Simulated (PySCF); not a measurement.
**A diatomic session: NaBr−**

Aim: find the lowest electronic state of NaBr−, scan its bond at several levels of theory, and get bond length, wavenumber and dissociation energy from each curve.

Computed with PySCF 2.14.0. Level: Na aug-cc-pVDZ, Br aug-cc-pVDZ-PP with ECP10, scalar-relativistic core potentials.

3 further runs of the same task are left out: 1 that didn't finish, 2 set aside as unsound or not needed.

**1. Set-up**

Settings of the job:

```json
{
  "atoms": "Na, Br",
  "charge": "-1",
  "basis": "Na aug-cc-pVDZ, Br aug-cc-pVDZ-PP with ECP10",
  "Hamiltonian": "scalar-relativistic core potentials",
  "basis functions": "59",
  "electrons treated": "37",
  "masses in u": "22.9898, 78.9183",
  "levels": "PBE0, PBE, r²SCAN, revPBE, LDA, BLYP, HSE06, HF, MP2, SCS-MP2",
  "grid": "80 radial by 434 angular points",
  "occupations": "held fixed by the projection of orbital angular momentum",
  "dissociation limit": "Na + Br−, each in its ground configuration",
  "starting distance in angstrom": "2.790",
  "values of 2S to try": "1, 3"
}
```

On the command line:

```console
$ OMP_NUM_THREADS=1 python dia.py task.json out
```

The runs that follow: First curve: PBE0; PBE; r²SCAN; revPBE; LDA (local density); BLYP (GGA); HSE06 (range-separated hybrid); UHF (mean field).

Q: Predict the outcome of this session. Wanted: for each run, Re; ωe; De; μ.

The runs gave:

Lowest PBE0 solution found, without spin–orbit coupling: ²Σ⁺ (doublet), unpaired electrons σ ↑.

| level | Re (Å) | ωe (cm⁻¹) | De (eV) | μ (D) |
| --- | --- | --- | --- | --- |
| UHF | 2.721 | 203.8 | 1.08 | 6.82 |
| UHF-MP2 | 2.723 | 198.8 | 1.14 | n/a |
| UHF-SCS-MP2 | 2.725 | 198.1 | 1.13 | n/a |
| LDA | 2.641 | 211.4 | 1.20 | 6.15 |
| PBE | 2.707 | 199.6 | 1.10 | 6.29 |
| revPBE | 2.737 | 193.1 | 1.05 | 6.43 |
| BLYP | 2.726 | 192.4 | 0.98 | 6.20 |
| r²SCAN | 2.688 | 207.3 | 1.15 | 6.35 |
| PBE0 | 2.691 | 205.8 | 1.12 | 6.34 |
| HSE06 | 2.694 | 205.0 | 1.12 | 6.31 |

De is counted to Na + Br− in their ground configurations. A positive dipole points from Na to Br; in an ion it is taken about the centre of mass and does not tell which atom is negative.

**Reading.** Bond lengths run from 2.641 Å (LDA) to 2.737 Å (revPBE). Among the levels with a De in the table, it runs from 0.98 eV (BLYP) to 1.20 eV (LDA).

Correlated steps freeze 5 core orbitals. With some functionals the highest level of the anion is positive, from self-interaction error or because the anion is truly unbound there; the finite basis then holds the extra electron, and no neutral molecule was run to test the binding.
